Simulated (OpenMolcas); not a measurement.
# Cu³⁺ among point charges: CASSCF and CASPT2 levels and susceptibility, part 1 of 2

How does a field of 6 point charges split the states of Cu³⁺, and what χT follows?

Program: OpenMolcas 26.06. Level of theory: state-averaged CASSCF and CASPT2, spin-orbit coupling by RASSI with atomic mean-field integrals. These are calculated values, not measurements, unless marked.

## (1) Starting point

```
Species                           : Cu³⁺ (copper, Z = 29, 26 electrons)
Basis                             : ANO-RCC-VDZP [5s4p2d1f], 34 functions
Scalar Hamiltonian                : DKH2, point nucleus
Inactive shells                   : 1s 2s 2p 3s 3p
Active space                      : 8 electrons in 5 orbitals (3d)
Some configurations of this space : 3d8
Orbitals                          : optimised for each spin and parity, averaged over all roots
```

Outer shells as boxes (Hund's rule):

3d8
```
3d [↑↓][↑↓][↑↓][↑ ][↑ ]
```

The ion sits among 6 point charges of -2.2 e arranged as an octahedron (Oh), 1.9 Å from the ion.

Each step is its own input file, run in one work folder so that later steps find the files of earlier ones. Labels, J, g values, rates, χT and fits are worked out afterwards by a script from the matrices that RASSI stores. The input lists half of the charges; inversion (Group=XYZ) makes the rest.

## (2) Basis and integrals

a.inp reads:

```
&GATEWAY
Coord
1

Cu 0.0 0.0 0.0
Basis=ANO-RCC-VDZP
Group=XYZ
NoMove
AngMom=0.0 0.0 0.0
AMFI
XField
3 Angstrom 0
1.900000 0.000000 0.000000 -2.200000
0.000000 1.900000 0.000000 -2.200000
0.000000 0.000000 1.900000 -2.200000
&SEWARD
```

Started as:

```console
> OMP_NUM_THREADS=1 MOLCAS_MEM=1689 MOLCAS_PROJECT=a pymolcas a.inp > a.log
```

The program printed:

```text
Basis set label: CU.ANO-RCC...5S4P2D1F.

      Electronic valence basis set:
      ------------------
      Associated Effective Charge  29.000000 au
      Associated Actual Charge     29.000000 au
      Nuclear Model: Point charge

      Shell  nPrim  nBasis  Cartesian Spherical Contaminant
         s      21       5        X
         p      15       4        X
         d      10       2                 X
         f       6       1                 X
                  Relativistic Douglas-Kroll-Hess integrals:
                    - DKH order of Hamiltonian: 2
                    - DKH order of Properties : 0
                  Atomic mean-field integrals
```

## (3) CASSCF: triplets of even parity, 10 roots

a.inp reads:

```
&RASSCF
FileOrb=start.orb
Symmetry=1
Spin=3
nActEl=8 0 0
Inactive=3 6
Ras2=5 0
CIRoot=10 10 1
SDav=10
CIMx=300
Iter=120 100
PrWF=0.3
OrbListing=Nothing
MaxOrb=0
>>> COPY $Project.JobIph JOB001
```

Started as:

```console
> OMP_NUM_THREADS=1 MOLCAS_MEM=1689 MOLCAS_PROJECT=a pymolcas a.inp > a.log
```

start.orb holds the contracted functions of the basis, ordered by shell, or the orbitals of the step before.

The program printed:

```text
Wave function specifications:
      -----------------------------

      Number of closed shell electrons          18
      Number of electrons in active shells       8
      Max number of holes in RAS1 space          0
      Max nr of electrons in RAS3 space          0
      Number of inactive orbitals                9
      Number of active orbitals                  5
      Number of secondary orbitals              20
      Spin quantum number                      1.0
      State symmetry                             1
Orbital specifications:
      -----------------------

      Symmetry species                           1   2
                                                ag  au
      Frozen orbitals                            0   0
      Inactive orbitals                          3   6
      Active orbitals                            5   0
      RAS1 orbitals                              0   0
      RAS2 orbitals                              5   0
      RAS3 orbitals                              0   0
      Secondary orbitals                         7  13
      Deleted orbitals                           0   0
      Number of basis functions                 15  19
      Number of CSFs                            10
      Number of root(s) required                10
      Iter CI   SX   CI       RASSCF       Energy    max ROT     max BLB   max BLB  Level Ln srch  Step   QN
          iter iter root      energy       change     param      element    value   shift minimum  type update
 Nr of preliminary CI iterations:   1
      Total energies have been shifted. Add                -1000.00 au
        1   1    6    0  -661.50782980    0.00E+00  -1.52E-01*   8  15 1  7.85E-01*  0.00   0.00    SX    NO
        2   1    6    0  -661.80749906   -3.00E-01*  7.26E-02    6  12 2  4.84E-01*  0.39   0.00    SX    NO
        3   1    6    0  -661.88140015   -7.39E-02* -4.87E-02    5  11 2 -2.27E-01*  0.04   0.00    SX    NO
        4   1    6    0  -661.89589500   -1.45E-02*  3.64E-02    4  10 2  1.75E-01*  0.26   0.00    SX    NO
        5   1    5    0  -661.90693122   -1.10E-02* -1.38E-02    4  10 2 -1.23E-01*  0.10   0.60    LS   YES
        6   1    5    0  -661.91665841   -9.73E-03* -1.02E-03    5  11 2 -9.45E-03*  0.16   1.07    QN   YES
        7   1    4    0  -661.91669999   -4.16E-05* -8.97E-05    4  10 2 -4.25E-04*  0.16   1.03    QN   YES
        8   1    3    0  -661.91670017   -1.80E-07* -2.56E-05    5  12 1 -8.86E-05   0.16   1.24    QN   YES
        9   1    3    0  -661.91670018   -1.07E-08*  1.25E-06    5  11 2  1.24E-05   0.16   1.04    QN   YES
       10   1    2    0  -661.91670018   -6.23E-11  -1.55E-07    6  12 2  1.84E-06   0.16   1.12    QN   YES
      Convergence after 10 iterations
       11   1    2    0  -661.91670018   -1.59E-12  -1.55E-07    8  15 1  9.95E-08   0.16   1.12    QN   YES
      Natural orbitals and occupation numbers for root  1
      sym 1:   2.000000   2.000000   1.000000   2.000000   1.000000
      Natural orbitals and occupation numbers for root  2
      sym 1:   2.000000   1.887541   1.112459   1.112459   1.887541
      Natural orbitals and occupation numbers for root  3
      sym 1:   1.212562   1.787438   2.000000   1.787438   1.212562
::    RASSCF root number  1 Total energy:  -1661.96789105
::    RASSCF root number  2 Total energy:  -1661.95033229
::    RASSCF root number  3 Total energy:  -1661.95033229
::    RASSCF root number  4 Total energy:  -1661.95033229
::    RASSCF root number  5 Total energy:  -1661.93660038
::    RASSCF root number  6 Total energy:  -1661.93660038
::    RASSCF root number  7 Total energy:  -1661.93660038
::    RASSCF root number  8 Total energy:  -1661.84610425
::    RASSCF root number  9 Total energy:  -1661.84610425
::    RASSCF root number 10 Total energy:  -1661.84610425
```

## (4) CASSCF: singlets of even parity, 15 roots

a.inp reads:

```
&RASSCF
FileOrb=start.orb
Symmetry=1
Spin=1
nActEl=8 0 0
Inactive=3 6
Ras2=5 0
CIRoot=15 15 1
SDav=15
CIMx=300
Iter=120 100
PrWF=0.3
OrbListing=Nothing
MaxOrb=0
>>> COPY $Project.JobIph JOB002
```

The program printed:

```text
Wave function specifications:
      -----------------------------

      Number of closed shell electrons          18
      Number of electrons in active shells       8
      Max number of holes in RAS1 space          0
      Max nr of electrons in RAS3 space          0
      Number of inactive orbitals                9
      Number of active orbitals                  5
      Number of secondary orbitals              20
      Spin quantum number                      0.0
      State symmetry                             1
Orbital specifications:
      -----------------------

      Symmetry species                           1   2
                                                ag  au
      Frozen orbitals                            0   0
      Inactive orbitals                          3   6
      Active orbitals                            5   0
      RAS1 orbitals                              0   0
      RAS2 orbitals                              5   0
      RAS3 orbitals                              0   0
      Secondary orbitals                         7  13
      Deleted orbitals                           0   0
      Number of basis functions                 15  19
      Number of CSFs                            15
      Number of root(s) required                15
      Iter CI   SX   CI       RASSCF       Energy    max ROT     max BLB   max BLB  Level Ln srch  Step   QN
          iter iter root      energy       change     param      element    value   shift minimum  type update
 Nr of preliminary CI iterations:   1
      Total energies have been shifted. Add                -1000.00 au
        1   1    3    0  -661.82008691    0.00E+00   2.77E-03    5  12 1 -1.11E-02*  0.16   0.00    SX    NO
        2   1    5    0  -661.82017948   -9.26E-05* -1.52E-03    6  10 2 -1.04E-02*  0.15   0.00    SX    NO
        3   1    5    0  -661.82020189   -2.24E-05*  1.25E-03    6  10 2  6.09E-03*  0.16   0.00    SX    NO
        4   1    5    0  -661.82021398   -1.21E-05*  9.25E-04    6  10 2 -4.90E-03*  0.15   0.00    SX    NO
        5   1    5    0  -661.82022076   -6.78E-06* -3.98E-04    6  10 2  3.65E-03*  0.16   0.57    LS   YES
        6   1    3    0  -661.82022988   -9.11E-06*  2.74E-06    6  10 2 -2.47E-05   0.15   1.00    QN   YES
        7   1    3    0  -661.82022988   -6.13E-10  -4.83E-07    6  10 2 -5.68E-06   0.15   1.20    QN   YES
      Convergence after  7 iterations
        8   1    3    0  -661.82022988   -2.07E-11  -4.83E-07    5  12 1  3.67E-08   0.15   1.20    QN   YES
      Natural orbitals and occupation numbers for root  1
      sym 1:   1.180405   1.808593   1.831314   1.999282   1.180405
      Natural orbitals and occupation numbers for root  2
      sym 1:   1.928146   1.950866   1.760177   1.180405   1.180405
      Natural orbitals and occupation numbers for root  3
      sym 1:   1.368598   1.942457   1.546257   1.648854   1.493834
::    RASSCF root number  1 Total energy:  -1661.87387849
::    RASSCF root number  2 Total energy:  -1661.87387849
::    RASSCF root number  3 Total energy:  -1661.86153570
::    RASSCF root number  4 Total energy:  -1661.86153570
::    RASSCF root number  5 Total energy:  -1661.86153570
::    RASSCF root number  6 Total energy:  -1661.82441513
::    RASSCF root number  7 Total energy:  -1661.82055314
::    RASSCF root number  8 Total energy:  -1661.82055314
::    RASSCF root number  9 Total energy:  -1661.82055314
::    RASSCF root number 10 Total energy:  -1661.81373174
::    RASSCF root number 11 Total energy:  -1661.81373174
::    RASSCF root number 12 Total energy:  -1661.81031266
::    RASSCF root number 13 Total energy:  -1661.81031266
::    RASSCF root number 14 Total energy:  -1661.81031266
::    RASSCF root number 15 Total energy:  -1661.62660808
```

## (5) State interaction with spin-orbit coupling

a.inp reads:

```
&RASSI
NrOfJobIphs=2 10 15
1 2 3 4 5 6 7 8 9 10
1 2 3 4 5 6 7 8 9 10 11 12 13 14 15
IphNames
JOB001
JOB002
EJob
SpinOrbit
DIPRint=1.0
SOCoupling=1000.0
Subsets=2
Property=9
'ANGMOM' 1 'ANGMOM' 2 'ANGMOM' 3 'MLTPL  1' 1 'MLTPL  1' 2 'MLTPL  1' 3
'AMFI' 1 'AMFI' 2 'AMFI' 3
SOProperty=3
'ANGMOM' 1 'ANGMOM' 2 'ANGMOM' 3
```

The program printed:

```text
SPIN-FREE ENERGIES:
  (Shifted by EMIN (a.u.) =      -1661.9678910515)

 SF State       Relative EMIN(au)   Rel lowest level(eV)    D:o, cm**(-1)      L_eff

     1             0.0000000000        0.0000000000              0.0000         3.0
     2             0.0175587589        0.4777981693           3853.7021         3.0
     3             0.0175587589        0.4777981693           3853.7021         3.0
     4             0.0175587589        0.4777981693           3853.7021         3.0
     5             0.0312906670        0.8514624261           6867.5076         3.0
     6             0.0312906670        0.8514624261           6867.5076         3.0
     7             0.0312906670        0.8514624261           6867.5076         3.0
    11             0.0940125616        2.5582121270          20633.3723         2.2
    12             0.0940125616        2.5582121270          20633.3723         2.2
    13             0.1063553521        2.8940765651          23342.3017         2.1
    14             0.1063553521        2.8940765651          23342.3017         2.1
    15             0.1063553521        2.8940765651          23342.3017         2.1
    10             0.1217868029        3.3139877338          26729.1137         1.0
     8             0.1217868029        3.3139877338          26729.1137         1.0
     9             0.1217868029        3.3139877338          26729.1137         1.0
    16             0.1434759171        3.9041785970          31489.3240         4.0
    17             0.1473379158        4.0092689358          32336.9348         4.0
    18             0.1473379158        4.0092689358          32336.9348         4.0
    19             0.1473379158        4.0092689358          32336.9348         4.0
    20             0.1541593095        4.1948885146          33834.0576         3.9
    21             0.1541593095        4.1948885146          33834.0576         3.9
    22             0.1575783878        4.2879263757          34584.4586         4.0
    23             0.1575783878        4.2879263757          34584.4586         4.0
    24             0.1575783878        4.2879263757          34584.4586         4.0
    25             0.3412829676        9.2867826507          74902.9535         0.1
     Dipole printing threshold changed to   1.00000000E+00
Eigenvalues of complex Hamiltonian:
   -----------------------------------
  (Shifted by EMIN (a.u.) =      -1661.9678910515)

 SO State       Relative EMIN(au)   Rel lowest level(eV)    D:o, cm**(-1)     J-value

     1            -0.0019963837        0.0000000000              0.0000         2.9
     2            -0.0019963837        0.0000000000              0.0000         3.0
     3            -0.0019963837        0.0000000000              0.0000         2.8
     4             0.0137714479        0.4290645577           3460.6390         3.3
     5             0.0137714479        0.4290645577           3460.6390         2.8
     6             0.0150646972        0.4642556630           3744.4744         3.3
     7             0.0150646972        0.4642556630           3744.4744         3.3
     8             0.0150646972        0.4642556630           3744.4744         2.2
     9             0.0191550697        0.5755603696           4642.2074         2.3
    10             0.0191550697        0.5755603696           4642.2074         2.3
    11             0.0191550697        0.5755603696           4642.2074         2.3
    12             0.0196803349        0.5898535627           4757.4898         2.4
    13             0.0247486320        0.7277689530           5869.8525         3.2
    14             0.0293879422        0.8540110147           6888.0634         2.6
    15             0.0293879422        0.8540110147           6888.0634         2.7
    16             0.0293879422        0.8540110147           6888.0634         2.6
    17             0.0353101705        1.0151630569           8187.8422         2.0
    18             0.0353101705        1.0151630569           8187.8422         2.1
    19             0.0353101705        1.0151630569           8187.8422         2.0
    20             0.0362542764        1.0408534880           8395.0495         1.4
    21             0.0362542764        1.0408534879           8395.0495         2.0
    22             0.0935912089        2.6010709039          20979.0517         1.6
    23             0.0935912089        2.6010709039          20979.0517         1.9
    24             0.1041951672        2.8896193076          23306.3515         1.7
    25             0.1041951672        2.8896193076          23306.3515         1.6
    26             0.1041951672        2.8896193076          23306.3515         1.6
    27             0.1208082192        3.3416834834          26952.4950         1.2
    28             0.1208082192        3.3416834834          26952.4950         1.9
    29             0.1222940467        3.3821149098          27278.5964         1.1
    30             0.1222940467        3.3821149098          27278.5964         1.8
    31             0.1222940467        3.3821149098          27278.5964         1.8
    32             0.1239158371        3.4262460744          27634.5383         0.8
    33             0.1239158371        3.4262460744          27634.5383         0.7
    34             0.1239158371        3.4262460744          27634.5383         0.8
    35             0.1255273111        3.4700965149          27988.2159         0.1
    36             0.1436435637        3.9630648612          31964.2738         3.2
    37             0.1474840921        4.0675709640          32807.1723         3.3
    38             0.1474840921        4.0675709640          32807.1723         2.7
    39             0.1474840921        4.0675709640          32807.1723         3.5
    40             0.1543829475        4.2552983823          34321.2961         3.2
    41             0.1543829475        4.2552983823          34321.2961         3.0
Weights of the five most important spin-orbit-free states for each spin-orbit state.

 SO State  Total energy (au)           Spin-free states, spin, and weights
 -------------------------------------------------------------------------------------------------------
    1        -0.001996       1 1.0  0.9135    4 1.0  0.0363    2 1.0  0.0254    3 1.0  0.0225    5 1.0  0.0006
    2        -0.001996       1 1.0  0.9135    2 1.0  0.0411    3 1.0  0.0349    4 1.0  0.0083    7 1.0  0.0006
    3        -0.001996       1 1.0  0.9135    4 1.0  0.0396    3 1.0  0.0269    2 1.0  0.0178    6 1.0  0.0005
    4         0.013771       4 1.0  0.5158    3 1.0  0.1958    2 1.0  0.1810    7 1.0  0.0380    6 1.0  0.0351
    5         0.013771       2 1.0  0.4141    3 1.0  0.3993    4 1.0  0.0792    5 1.0  0.0380    6 1.0  0.0352
    6         0.015065       4 1.0  0.4424    2 1.0  0.2563    3 1.0  0.2043    6 1.0  0.0371    5 1.0  0.0346
    7         0.015065       4 1.0  0.4471    3 1.0  0.2556    2 1.0  0.2003    6 1.0  0.0343    5 1.0  0.0315
    8         0.015065       2 1.0  0.4464    3 1.0  0.4431    7 1.0  0.0411    5 1.0  0.0303    6 1.0  0.0250
    9         0.019155       4 1.0  0.4242    3 1.0  0.3956    1 1.0  0.0837    2 1.0  0.0351    7 1.0  0.0263
   10         0.019155       4 1.0  0.4112    2 1.0  0.3995    1 1.0  0.0837    3 1.0  0.0442    6 1.0  0.0353
   11         0.019155       2 1.0  0.4203    3 1.0  0.4152    1 1.0  0.0837    7 1.0  0.0266    5 1.0  0.0211
   12         0.019680       4 1.0  0.3333    2 1.0  0.3333    3 1.0  0.3333    6 1.0  0.0000    1 1.0  0.0000
```

Time for these steps: 5.2 s (1 thread of Arm Neoverse V1, shared host).

Spin-free states, with their symmetry labels:

| state | degeneracy | E (cm-1) | free-ion L (%) |
| --- | --- | --- | --- |
| 3A2 | 1 | 0 | F (100) |
| 3T2 | 3 | 3854 | F (100) |
| 3T1 | 3 | 6868 | F (99) |
| 1E | 2 | 20633 | D (93) |
| 1T2 | 3 | 23342 | D (98) |
| 3T1 | 3 | 26729 | P (99) |
| 1A1 | 1 | 31489 | G (100) |
| 1T1 | 3 | 32337 | G (100) |
| 1E | 2 | 33834 | G (93) |
| 1T2 | 3 | 34584 | G (98) |
| 1A1 | 1 | 74903 | S (100) |

With spin-orbit coupling:

| E (cm-1) | Degeneracy | Label | 2S+1 |
| --- | --- | --- | --- |
| 0.0 | 3 | T2 | 3 |
| 3461 | 2 | E | 3 |
| 3744 | 3 | T1 | 3 |
| 4642 | 3 | T2 | 3 |
| 4757 | 1 | A2 | 3 |
| 5870 | 1 | A1 | 3 |
| 6888 | 3 | T1 | 3 |
| 8188 | 3 | T2 | 3 |
| 8395 | 2 | E | 3 |
| 20979 | 2 | E | 1 |
| 23306 | 3 | T2 | 1 |
| 26952 | 2 | E | 3 |
| 27279 | 3 | T2 | 3 |
| 27635 | 3 | T1 | 3 |
| 27988 | 1 | A1 | 3 |
| 31964 | 1 | A1 | 1 |
| 32807 | 3 | T1 | 1 |
| 34321 | 2 | E | 1 |
| 35057 | 3 | T2 | 1 |
| 75454 | 1 | A1 | 1 |

Powder χT (cm³ K/mol): 1.88 at 2 K, 1.88 at 5 K, 1.88 at 10 K, 1.89 at 20 K, 1.90 at 50 K, 1.93 at 100 K, 1.95 at 150 K, 1.98 at 200 K, 2.01 at 250 K, 2.03 at 300 K.

(Continued in part 2 of 2.)
